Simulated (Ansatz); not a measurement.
# CH5AlClFO: a dynamics run in two tries

Wanted: a short trajectory, and a check that the input is sound.

All numbers below are computed with Ansatz 0.2.0 (UKS B3LYP/6-31G).

## Step 1: The structure to begin with

Bond lengths: Al1–O2 2.180 Å, Al1–C3 1.967 Å, Al1–Cl4 2.024 Å, Al1–F6 2.112 Å, O2–H7 0.952 Å, C3–H8 1.092 Å, C3–H9 1.092 Å, C3–H10 1.091 Å. Angles: Al1–O2–H7 125.7°, O2–Al1–C3 106.2°, O2–Al1–Cl4 108.8°, O2–Al1–F6 68.8°, C3–Al1–Cl4 138.2°, C3–Al1–F6 105.1°, Cl4–Al1–F6 108.3°, Al1–C3–H8 107.9°, Al1–C3–H9 111.5°, Al1–C3–H10 115.3°, H8–C3–H9 106.6°, H8–C3–H10 107.9°, H9–C3–H10 107.3°.

As a file:

```xyz
10

Al   -0.6710    0.0605   -0.3068
O     1.0770    1.2195   -0.9004
C     0.0153   -1.5324    0.6216
Cl   -2.2224    0.5552   -1.5097
H     0.4999    1.6355    0.1538
F    -0.3300    1.6627    1.0262
H     1.0865    1.9165   -1.5483
H     1.1039   -1.5254    0.5382
H    -0.2152   -1.5046    1.6886
H    -0.3442   -2.4874    0.2367
```

## Step 2: First attempt

Contents of input.yaml:

```yaml
crystal:
  periodic: [false, false, false]
  atoms:
    - { symbol: Al, position_ang: [-0.671, 0.0605, -0.3068] }
    - { symbol: O, position_ang: [1.077, 1.2195, -0.9004] }
    - { symbol: C, position_ang: [0.0153, -1.5324, 0.6216] }
    - { symbol: Cl, position_ang: [-2.2224, 0.5552, -1.5097] }
    - { symbol: H, position_ang: [0.4999, 1.6355, 0.1538] }
    - { symbol: F, position_ang: [-0.33, 1.6627, 1.0262] }
    - { symbol: H, position_ang: [1.0865, 1.9165, -1.5483] }
    - { symbol: H, position_ang: [1.1039, -1.5254, 0.5382] }
    - { symbol: H, position_ang: [-0.2152, -1.5046, 1.6886] }
    - { symbol: H, position_ang: [-0.3442, -2.4874, 0.2367] }
magnetization:
  spin_polarized: true
  initial_magnetization: 1
basis:
  gaussian: { orbitals: "6-31G" }
hamiltonian:
  xc: b3lyp
md:
  timestep: 0.5
  n_steps: 25
  ensemble: nve
  temperature: 1000.0
  initial_velocities: maxwell_boltzmann
  seed: 555998
```

Started as:

```
ansatz run input.yaml --threads 1 --pin off --max-ram 2048MiB --backend cpu --events-out ev --progress --plain --runs-dir out
```

What does the calculation give? Wanted: first try.

The runs gave:

| quantity | value |
| --- | --- |
| first try | refused |
| cause | the number of unpaired electrons doesn't fit the number of electrons: even goes with even, odd with odd |

The fault in the first input was caught at the input check and cost nothing.
